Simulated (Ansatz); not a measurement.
# InO: the cost of one run

Computed with Ansatz 0.2.0 (DFT PBE+D3(BJ), scalar-relativistic, plane waves, PAW, unless a step's input says otherwise).

3 further runs of the same task are left out: 3 set aside as unsound or not needed. Runs told in other sessions of the task aren't counted.

### Step 1. The structure to begin with

It takes space group P-6m2 (No. 187, hexagonal). The conventional cell has a = 3.430 Å, b = 3.430 Å, c = 15.852 Å, α = 90.00°, β = 90.00°, γ = 120.00°. In (site symmetry 3m) has 3 O at 2.13 Å in its first shell of neighbours. O (site symmetry 3m) has 3 In at 2.13 Å in its first shell of neighbours.

As a file:

```cif
data_structure
_symmetry_space_group_name_H-M 'P-6m2'
_symmetry_Int_Tables_number 187
_cell_length_a 3.4298
_cell_length_b 3.4298
_cell_length_c 15.8520
_cell_angle_alpha 90.000
_cell_angle_beta 90.000
_cell_angle_gamma 120.000
_cell_volume 161.49
loop_
_atom_site_label
_atom_site_type_symbol
_atom_site_symmetry_multiplicity
_atom_site_Wyckoff_symbol
_atom_site_fract_x
_atom_site_fract_y
_atom_site_fract_z
_atom_site_occupancy
In1 In 2 h 0.33333 0.66667 0.58953 1
O1 O 2 g 0.00000 0.00000 0.63988 1
```

It goes back to an entry of the Materials Project, which need not be the stable form.

It is built from the cell relaxed beforehand with the same method (40.37 Å³/atom).

### Step 2. The reference: the undisturbed cell on the scan's mesh

Contents of input.yaml:

```yaml
crystal:
  lattice:
    - [3.4297831875, 0.0, 0.0]
    - [0.0, 5.9405587397, 0.0]
    - [0.0, 0.0, 15.8520222481]
  atoms:
    - { symbol: In, position: [0.5, 0.1666666667, 0.589526617] }
    - { symbol: In, position: [0.0, 0.6666666667, 0.589526617] }
    - { symbol: In, position: [0.5, 0.1666666667, 0.410473383] }
    - { symbol: In, position: [0.0, 0.6666666667, 0.410473383] }
    - { symbol: O, position: [0.5, 0.5, 0.6398766428] }
    - { symbol: O, position: [0.0, 0.0, 0.6398766428] }
    - { symbol: O, position: [0.5, 0.5, 0.3601233572] }
    - { symbol: O, position: [0.0, 0.0, 0.3601233572] }
basis:
  ecutwfc: 420
kpoints:
  mp_grid: { grid: [8, 4, 2] }
hamiltonian:
  xc: pbe
  dispersion: d3bj
scf:
  occupations: { method: gaussian, width: 0.05 }
output:
  forces: true
  stress: true
  eigenvalues: true
```

Run with:

```
$ ansatz run input.yaml --threads 2 --pin off --max-ram 5120MiB --backend cpu --events-out ev --progress --plain --runs-dir out
```

Q: Estimate wall time and peak memory on 2 threads of Intel Xeon 6975P-C (Granite Rapids), shared host.

About 7.3 s, with a peak of 0.72 GiB.
